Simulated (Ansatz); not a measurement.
# RbRe2: the cost of one run

Method: DFT PBE, scalar-relativistic, plane waves, PAW, in Ansatz 0.2.0.

**1. The starting structure**

It takes space group P6/mmm (No. 191, hexagonal). The conventional cell has a = 4.120 Å, b = 4.120 Å, c = 4.449 Å, α = 90.00°, β = 90.00°, γ = 120.00°. Rb (site symmetry 6/mmm) has 12 Re at 3.26 Å as nearest neighbours. Re (site symmetry -6m2) is surrounded by 3 Re at 2.38 Å.

As a file:

```cif
data_structure
_symmetry_space_group_name_H-M 'P6/mmm'
_symmetry_Int_Tables_number 191
_cell_length_a 4.1203
_cell_length_b 4.1203
_cell_length_c 4.4488
_cell_angle_alpha 90.000
_cell_angle_beta 90.000
_cell_angle_gamma 120.000
_cell_volume 65.41
loop_
_atom_site_label
_atom_site_type_symbol
_atom_site_symmetry_multiplicity
_atom_site_Wyckoff_symbol
_atom_site_fract_x
_atom_site_fract_y
_atom_site_fract_z
_atom_site_occupancy
Rb1 Rb 1 a 0.00000 0.00000 0.00000 1
Re1 Re 2 d 0.33333 0.66667 0.50000 1
```

This is candidate A: AlB2 type (P6/mmm, No. 191).

(A quick probe on a coarse mesh, which set the mesh and smearing, is not shown.)

**3. A loose first relaxation (candidate A)**

The input, input.yaml:

```yaml
crystal:
  lattice:
    - [4.1202888492, 0.0, 0.0]
    - [-2.0601444246, 3.5682748143, 0.0]
    - [0.0, 0.0, 4.4488168637]
  atoms:
    - { symbol: Rb, position: [0.0, 0.0, 0.0] }
    - { symbol: Re, position: [0.3333333333, 0.6666666667, 0.5] }
    - { symbol: Re, position: [0.6666666667, 0.3333333333, 0.5] }
basis:
  ecutwfc: 420
kpoints:
  mp_grid: { grid: [6, 6, 4] }
hamiltonian:
  xc: pbe
scf:
  occupations: { method: gaussian, width: 0.1 }
  lower_state_search: "off"
output:
  forces: true
  stress: true
  eigenvalues: true
relax:
  adjacent_minimum: "off"
  f_tol: 0.04
  max_steps: 70
  cell: { stress_tol: 0.4 }
```

Command:

```bash
> ansatz run input.yaml --threads 1 --pin off --max-ram 2560MiB --backend cpu --events-out ev --progress --plain --runs-dir out
```

Q: Estimate wall time and peak memory on 1 thread of Intel Xeon at 2.60GHz (Ice Lake), shared host.

About 21 s, with a peak of 0.43 GiB.
